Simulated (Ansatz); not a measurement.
# Yb2HgF2: the cost of one run

Computed with Ansatz 0.2.0 (reference: DFT r2SCAN+U, plane waves, PAW, scalar-relativistic, no spin polarisation, unless a step's input says otherwise).

## (1) The system as given

Symmetry: Cmc2_1, No. 36, orthorhombic system. Conventional cell: a = 4.170 Å, b = 15.729 Å, c = 6.482 Å, α = 90.00°, β = 90.00°, γ = 90.00°. Yb (site symmetry m) is surrounded by 5 F at 2.86 to 3.13 Å. Around Yb (site symmetry m) lie 5 F at 2.82 to 2.89 Å and 4 Hg at 3.03 to 3.21 Å. Hg (site symmetry m) is surrounded by 4 F at 2.54 to 2.70 Å. F (site symmetry m) has 2 Hg at 2.61 to 2.70 Å and 6 Yb at 2.85 to 2.93 Å as nearest neighbours. F (site symmetry m) has 2 Hg at 2.54 Å and 4 Yb at 2.82 to 3.13 Å as nearest neighbours.

As a file:

```
Yb Hg F
1.0
     4.17048    0.00000    0.00000
     2.08524   -7.86435    0.00000
     0.00000    0.00000   -6.48184
Yb Hg F
4 2 4
Direct
  0.30247 0.39506 0.47018
  0.69753 0.60494 0.97018
  0.47879 0.04242 0.77876
  0.52121 0.95758 0.27876
  0.09896 0.80208 0.60448
  0.90104 0.19792 0.10448
  0.06721 0.86558 0.00000
  0.93279 0.13442 0.50000
  0.32152 0.35696 0.98907
  0.67848 0.64304 0.48907
```

## (2) Reference

input.yaml

```yaml
crystal:
  lattice:
    - [4.170483, 0.0, 0.0]
    - [2.085242, -7.864355, 0.0]
    - [0.0, 0.0, -6.48184]
  atoms:
    - { symbol: Yb, position: [0.30247, 0.39506, 0.47018] }
    - { symbol: Yb, position: [0.69753, 0.60494, 0.97018] }
    - { symbol: Yb, position: [0.47879, 0.04242, 0.77876] }
    - { symbol: Yb, position: [0.52121, 0.95758, 0.27876] }
    - { symbol: Hg, position: [0.09896, 0.80208, 0.60448] }
    - { symbol: Hg, position: [0.90104, 0.19792, 0.10448] }
    - { symbol: F, position: [0.06721, 0.86558, 0.0] }
    - { symbol: F, position: [0.93279, 0.13442, 0.5] }
    - { symbol: F, position: [0.32152, 0.35696, 0.98907] }
    - { symbol: F, position: [0.67848, 0.64304, 0.48907] }
  symmetry: { tolerance: 0.0003 }
kpoints:
  mp_grid: { grid: [5, 5, 3], shift: [0, 0, 0] }
magnetization:
  spin_polarized: false
scf:
  occupations: { method: fermi_dirac }
hamiltonian:
  pseudopotentials: { kind: paw }
  xc: r2scan
  hubbard:
    projectors: all-electron-ortho-atomic
    sites: [{ species: Hg, l: d, u_eff: 6.33 }]
basis:
  ecutwfc: 500
output:
  forces: true
  stress: true
  eigenvalues: true
  write_density: true
  write_potential: true
  elf: true
  volumetric_format: npy
```

Started as:

```sh
ansatz run input.yaml --threads 1 --pin off --max-ram 2560MiB --backend cpu --events-out ev --progress --plain --runs-dir out
```

What time and memory should one allow on 1 thread of AMD EPYC 7R13 (Zen 3), shared host?

About 3 min, with a peak of 1.3 GiB.
